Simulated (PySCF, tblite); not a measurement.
# C6H9BO2SSi: geometry, infrared bands and NMR shifts

Wanted: the infrared bands and NMR shifts of C6H9BO2SSi (`OB(O)c1ccccc1S[SiH3]`), by calculation.

The runs use tblite 0.8.0 and PySCF 2.14.0, with density-fitted response routines of our own; the level of theory stands in each step. All values are computed, except where a source is named. Atoms count from 0, in the outputs and in this text.

### Step 1. The starting structure

20 atoms, charge 0, multiplicity 1; geometry from: force field or distance geometry start.

Bonds of the start (Å): O0–B1 1.46, B1–O2 1.49, B1–C3 1.56, C3–C4 1.38, C4–C5 1.39, C5–C6 1.41, C6–C7 1.38, C7–C8 1.39, C8–S9 1.78, S9–Si10 2.16, C8–C3 1.38, O0–H11 0.99, O2–H12 1.01, C4–H13 1.07, C5–H14 1.10, C6–H15 1.08, C7–H16 1.09, Si10–H17 1.47, Si10–H18 1.46, Si10–H19 1.49.

### Step 2. Geometry optimisation with GFN2-xTB

What the job is given:

```
{"job": {"kind": "relax", "xc": "GFN2-xTB", "basis": "xTB"}, "charge": 0, "multiplicity": 1}
O     -1.491400    -2.417500    -0.900900
B     -1.025800    -1.668200     0.267400
O     -1.518400    -2.208100     1.562900
C     -0.778800    -0.141000     0.065300
C     -1.635500     0.781300     0.637800
C     -1.455100     2.148900     0.468100
C     -0.351500     2.581000    -0.287800
C      0.506200     1.646800    -0.833400
C      0.307400     0.277500    -0.668100
S      1.466200    -0.837100    -1.427800
Si     3.036000    -1.181300     0.018700
H     -1.394000    -1.824500    -1.693200
H     -2.483600    -2.488300     1.442500
H     -2.458000     0.399300     1.198300
H     -2.137900     2.885200     0.918100
H     -0.149500     3.626500    -0.437700
H      1.346600     2.023500    -1.417000
H      2.580000    -0.661100     1.318500
H      3.407200    -2.588800     0.070800
H      4.224900    -0.343400    -0.305600
```

Launch:

```sh
OMP_NUM_THREADS=1 python probes_run.py task.json out
```

The driver reads the jobs from task.json and runs them one after another.

**Question.** This job is followed by: GFN2-xTB harmonic vibrations, gas phase; GIAO PBE0/pcSseg-1 NMR shielding, non-relativistic, gas phase. Predict these results of the whole session: strongest single infrared mode (GFN2-xTB); zero-point energy (GFN2-xTB); ¹³C shifts against TMS (PBE0/pcSseg-1); ¹H shifts against TMS (PBE0/pcSseg-1, means over atoms taken as alike); ¹⁷O shifts against H2O (PBE0/pcSseg-1, means over atoms taken as alike); ¹¹B shifts against BF3·OEt2 (PBE0/pcSseg-1); ³³S shifts against CS2 (PBE0/pcSseg-1); ²⁹Si shifts against TMS (PBE0/pcSseg-1).

**Answer**, as computed:

| quantity | value |
| --- | --- |
| strongest single infrared mode (GFN2-xTB) | 766 cm⁻¹, 392 km/mol |
| zero-point energy (GFN2-xTB) | 85.4 kcal/mol |
| ¹³C shifts against TMS (PBE0/pcSseg-1) | 144.5, 144.2, 141.8, 141.6, 137.2, 133.3 ppm |
| ¹H shifts against TMS (PBE0/pcSseg-1, means over atoms taken as alike) | 8.50, 7.97, 7.68, 7.65, 5.97, 4.50 ppm |
| ¹⁷O shifts against H2O (PBE0/pcSseg-1, means over atoms taken as alike) | 126.0 ppm |
| ¹¹B shifts against BF3·OEt2 (PBE0/pcSseg-1) | 25.8 ppm |
| ³³S shifts against CS2 (PBE0/pcSseg-1) | -113 ppm |
| ²⁹Si shifts against TMS (PBE0/pcSseg-1) | -43.2 ppm |

What this shows: The optimisation took 142 steps and gained 1.359 eV; among the close pairs (by a distance rule), B1–O2 changed most, from 1.487 to 1.354 Å. All 54 modes are real, so the xTB geometry is a minimum. The strongest single mode, at 766 cm⁻¹, is spread over several atoms, H18, H19, H17 among them. Unscaled tight-binding wavenumbers are off by several per cent, some by more. Its intensities can rank the bands wrongly. At PBE0/pcSseg-1: The largest span, 405 ppm, is at S9, where the paramagnetic term is -443 ppm. NICS(1)zz of -27 ppm above the planar ring from C3 marks a diatropic (aromatic) ring current.
